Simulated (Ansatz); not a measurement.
**ClH6InO2Si2: one species, many methods**

An exercise on one series of results from a longer session: the logs are not shown, and one member is left open.

Program: Ansatz 0.2.0, Gaussian basis. Level of theory: functionals in def2-TZVPP, the program's frozen cores in correlated methods. These are calculated values, not measurements.

Levels to be run: LDA (SPW92), PBE-D4, revPBE-D4, BLYP-D4, r2SCAN-D4, B97M-V, PBE0-D4, B3LYP-D4, r2SCANh-D4, r2SCAN0-D4, HSE06-D4, BHLYP-D4, CAM-B3LYP-D4, LC-ωPBE, ωB97X-V, ωB97M-V, B2PLYP, PBE-QIDH; CCSD(T)/def2-SVP; CCSD(T)/def2-TZVPP; MP2/def2-QZVPP; extrapolation to the limit; RPA on PBE.

2 further runs of the same task are left out: 2 set aside as unsound or not needed.

## Structure used throughout

The geometry comes from an earlier relaxation with PBE0-D4 in a triple-zeta def2 set; it is a stationary point, not always the lowest conformer. In takes the def2 core potential; no spin-orbit term is included.

SMILES `[SiH3][O][In]([Cl])[O][SiH3]`, 12 atoms, charge 0, spin multiplicity 1.

Atoms are counted from 1 here; the program's logs count them from 0.

Bond lengths: Si1–O2 1.637 Å, Si1–H7 1.489 Å, Si1–H8 1.485 Å, Si1–H9 1.490 Å, O2–In3 1.956 Å, In3–Cl4 2.290 Å, In3–O5 1.950 Å, O5–Si6 1.638 Å, Si6–H10 1.489 Å, Si6–H11 1.489 Å, Si6–H12 1.485 Å. Angles: O2–Si1–H7 111.0°, O2–Si1–H8 108.3°, O2–Si1–H9 111.2°, H7–Si1–H8 109.2°, H7–Si1–H9 108.0°, H8–Si1–H9 109.1°, Si1–O2–In3 136.2°, O2–In3–Cl4 122.0°, O2–In3–O5 116.8°, Cl4–In3–O5 121.2°, In3–O5–Si6 134.9°, O5–Si6–H10 111.1°, O5–Si6–H11 111.1°, O5–Si6–H12 108.1°, H10–Si6–H11 108.2°, H10–Si6–H12 109.2°, H11–Si6–H12 109.1°.

The first run:

The input, in.yaml:

```yaml
crystal:
  periodic: [false, false, false]
  atoms:
    - {symbol: Si, position_ang: [0.760816, -2.671338, -0.416423]}
    - {symbol: O, position_ang: [0.372471, -1.099347, -0.174262]}
    - {symbol: In, position_ang: [-1.273237, -0.078093, 0.099663]}
    - {symbol: Cl, position_ang: [-3.331831, -1.081048, 0.142781]}
    - {symbol: O, position_ang: [-1.083132, 1.847563, 0.337902]}
    - {symbol: Si, position_ang: [0.179723, 2.891130, 0.364259]}
    - {symbol: H, position_ang: [0.217648, -3.162925, -1.713298]}
    - {symbol: H, position_ang: [2.241238, -2.788308, -0.432516]}
    - {symbol: H, position_ang: [0.214765, -3.533412, 0.669039]}
    - {symbol: H, position_ang: [0.919574, 2.871026, -0.928146]}
    - {symbol: H, position_ang: [1.137066, 2.548163, 1.452327]}
    - {symbol: H, position_ang: [-0.355102, 4.256599, 0.598675]}
basis:
  gaussian: {orbitals: def2-TZVPP}
hamiltonian: {xc: lda}
output: {orbitals: {seedname: orbitals}}
```

The run is started by

```bash
$ ansatz run in.yaml --threads 2 --pin off --events-out ev --progress --plain --max-ram 32768MiB --backend cpu
```

Among the steps run: LDA; PBE-D4 (GGA); revPBE-D4 (GGA); BLYP-D4 (GGA); r2SCAN-D4 (meta-GGA); B97M-V (meta-GGA); B3LYP-D4 (hybrid); r2SCANh-D4 (hybrid); r2SCAN0-D4 (hybrid); HSE06-D4 (hybrid); BHLYP-D4 (hybrid); CAM-B3LYP-D4 (range-separated); LC-ωPBE (range-separated); ωB97X-V (range-separated); ωB97M-V (range-separated); B2PLYP (double hybrid); PBE-QIDH (double hybrid).

One of the session's tables, all rows but one given; the rest of the session is left out.

It belongs to the step «Orbital energies across the functionals». 

| functional | HOMO (eV) | LUMO (eV) | gap (eV) |
| --- | --- | --- | --- |
| LDA (SPW92) | -7.38 | -3.87 | 3.51 |
| PBE-D4 | -7.28 | -3.55 | 3.73 |
| revPBE-D4 | ? | ? | ? |
| BLYP-D4 | -7.19 | -3.49 | 3.69 |
| r2SCAN-D4 | -7.63 | -3.33 | 4.30 |
| B97M-V | -7.74 | -3.50 | 4.25 |
| PBE0-D4 | -8.71 | -2.63 | 6.09 |
| B3LYP-D4 | -8.50 | -2.94 | 5.56 |
| r2SCANh-D4 | -8.16 | -3.00 | 5.16 |
| r2SCAN0-D4 | -8.96 | -2.51 | 6.46 |
| HSE06-D4 | -8.31 | -3.00 | 5.31 |
| BHLYP-D4 | -10.10 | -1.72 | 8.38 |
| CAM-B3LYP-D4 | -10.15 | -1.66 | 8.49 |
| LC-ωPBE | -11.50 | -0.31 | 11.19 |
| ωB97X-V | -11.17 | -0.53 | 10.64 |
| ωB97M-V | -11.03 | -0.71 | 10.32 |

Q: Estimate the row for revPBE-D4 from the others.

As computed: HOMO (eV): -7.23; LUMO (eV): -3.41; gap (eV): 3.82. In the column «HOMO (eV)» it lies between PBE-D4 (-7.28) and BLYP-D4 (-7.19).
